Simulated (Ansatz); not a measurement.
# Si: the cost of one run

Method: DFT PBE, plane waves, PAW, scalar-relativistic, no spin polarisation, in Ansatz 0.2.0.

## Step 1: The structure to begin with

The cell holds 63 atoms (Si63): a = 10.860 Å, b = 10.860 Å, c = 10.860 Å, α = 90.00°, β = 90.00°, γ = 90.00°.

The coordinates stand in the first input below.

## Step 2: Relaxing end A

The input, input.yaml:

```yaml
crystal:
  lattice:
    - [10.86, 0.0, 0.0]
    - [0.0, 10.86, 0.0]
    - [0.0, 0.0, 10.86]
  atoms:
    - { symbol: Si, position: [0.4998981, 0.0052127, -0.0003902] }
    - { symbol: Si, position: [0.6284943, 0.1274755, 0.1233206] }
    - { symbol: Si, position: [0.7487706, 0.2482385, 0.0005011] }
    - { symbol: Si, position: [0.8774667, 0.3760959, 0.1225427] }
    - { symbol: Si, position: [0.7498233, 0.0019228, 0.2485756] }
    - { symbol: Si, position: [0.8721755, 0.1278069, 0.3748269] }
    - { symbol: Si, position: [0.0026633, -0.003625, -0.0046399] }
    - { symbol: Si, position: [0.1225786, 0.1279755, 0.1239027] }
    - { symbol: Si, position: [0.2467181, 0.2515261, -0.0006886] }
    - { symbol: Si, position: [0.3728172, 0.3765125, 0.1200952] }
    - { symbol: Si, position: [0.4975342, 0.4994191, 0.0043078] }
    - { symbol: Si, position: [0.6288124, 0.6236079, 0.1259886] }
    - { symbol: Si, position: [0.7493351, 0.7492731, -0.0033642] }
    - { symbol: Si, position: [0.251645, -0.001734, 0.2506804] }
    - { symbol: Si, position: [0.3720373, 0.1247372, 0.3774309] }
    - { symbol: Si, position: [0.5024849, 0.2490227, 0.2517939] }
    - { symbol: Si, position: [0.626656, 0.3683752, 0.3771891] }
    - { symbol: Si, position: [0.7523553, 0.5052377, 0.2478878] }
    - { symbol: Si, position: [0.869493, 0.6256, 0.3740634] }
    - { symbol: Si, position: [0.5056077, 0.0005834, 0.4958763] }
    - { symbol: Si, position: [0.6253076, 0.1284649, 0.6289069] }
    - { symbol: Si, position: [0.7516851, 0.2476599, 0.4986941] }
    - { symbol: Si, position: [0.8713804, 0.3735811, 0.6223838] }
    - { symbol: Si, position: [0.7485276, 0.0020411, 0.753838] }
    - { symbol: Si, position: [0.8800953, 0.1258054, 0.8722597] }
    - { symbol: Si, position: [-0.0011153, 0.4956476, 0.0009566] }
    - { symbol: Si, position: [0.1275196, 0.6264166, 0.1272936] }
    - { symbol: Si, position: [0.2530186, 0.7501753, -0.0030309] }
    - { symbol: Si, position: [0.3772869, 0.8708341, 0.1216413] }
    - { symbol: Si, position: [0.0070371, 0.2498653, 0.2514501] }
    - { symbol: Si, position: [0.1251923, 0.3738983, 0.3748284] }
    - { symbol: Si, position: [0.2503659, 0.5023314, 0.2548914] }
    - { symbol: Si, position: [0.376693, 0.6250824, 0.373212] }
    - { symbol: Si, position: [0.4972846, 0.7458303, 0.2435921] }
    - { symbol: Si, position: [0.6227476, 0.8764154, 0.3776812] }
    - { symbol: Si, position: [0.0003799, -0.0034764, 0.5032902] }
    - { symbol: Si, position: [0.1259016, 0.1210843, 0.6251764] }
    - { symbol: Si, position: [0.2473614, 0.2453953, 0.4998573] }
    - { symbol: Si, position: [0.369953, 0.3747741, 0.6242951] }
    - { symbol: Si, position: [0.4961822, 0.503182, 0.5046704] }
    - { symbol: Si, position: [0.6248816, 0.6241673, 0.6287873] }
    - { symbol: Si, position: [0.7494756, 0.7502266, 0.5038663] }
    - { symbol: Si, position: [0.8753605, 0.8801616, 0.6294285] }
    - { symbol: Si, position: [0.2475907, 0.0065151, 0.7459865] }
    - { symbol: Si, position: [0.3730959, 0.1210034, 0.8757342] }
    - { symbol: Si, position: [0.5019012, 0.2543691, 0.7500807] }
    - { symbol: Si, position: [0.6245656, 0.3749297, 0.8761189] }
    - { symbol: Si, position: [0.7491002, 0.4968773, 0.7566044] }
    - { symbol: Si, position: [0.8782086, 0.6240125, 0.8749475] }
    - { symbol: Si, position: [0.0010973, 0.7516407, 0.2538402] }
    - { symbol: Si, position: [0.1234638, 0.8786287, 0.3762396] }
    - { symbol: Si, position: [0.0021795, 0.5017755, 0.5047806] }
    - { symbol: Si, position: [0.1230162, 0.6232311, 0.620977] }
    - { symbol: Si, position: [0.2516098, 0.7472917, 0.5032307] }
    - { symbol: Si, position: [0.3711529, 0.8754604, 0.617352] }
    - { symbol: Si, position: [-0.001639, 0.2504551, 0.7527181] }
    - { symbol: Si, position: [0.1267881, 0.3785261, 0.8739184] }
    - { symbol: Si, position: [0.2426647, 0.4965567, 0.7539675] }
    - { symbol: Si, position: [0.3755315, 0.626652, 0.875751] }
    - { symbol: Si, position: [0.5023214, 0.7449837, 0.7538799] }
    - { symbol: Si, position: [0.6263614, 0.8693315, 0.8778909] }
    - { symbol: Si, position: [0.006207, 0.7511987, 0.74845] }
    - { symbol: Si, position: [0.1223107, 0.8751222, 0.877146] }
basis:
  ecutwfc: 420.0
kpoints:
  mp_grid: { grid: [1, 1, 1] }
hamiltonian:
  xc: pbe
  pseudopotentials: { kind: paw, azcp: { folder: soft_1 } }
scf:
  occupations: { method: gaussian, width: 0.02 }
  lower_state_search: "off"
relax:
  f_tol: 0.03
  max_steps: 60
  adjacent_minimum: "off"
```

Launch:

```bash
> ansatz run input.yaml --threads 4 --pin off --max-ram 10240MiB --backend cpu --events-out ev --progress --plain --runs-dir out
```

What time and memory should one allow on 4 threads of Arm Neoverse V2, shared host?

About 39 s, with a peak of 1.1 GiB.
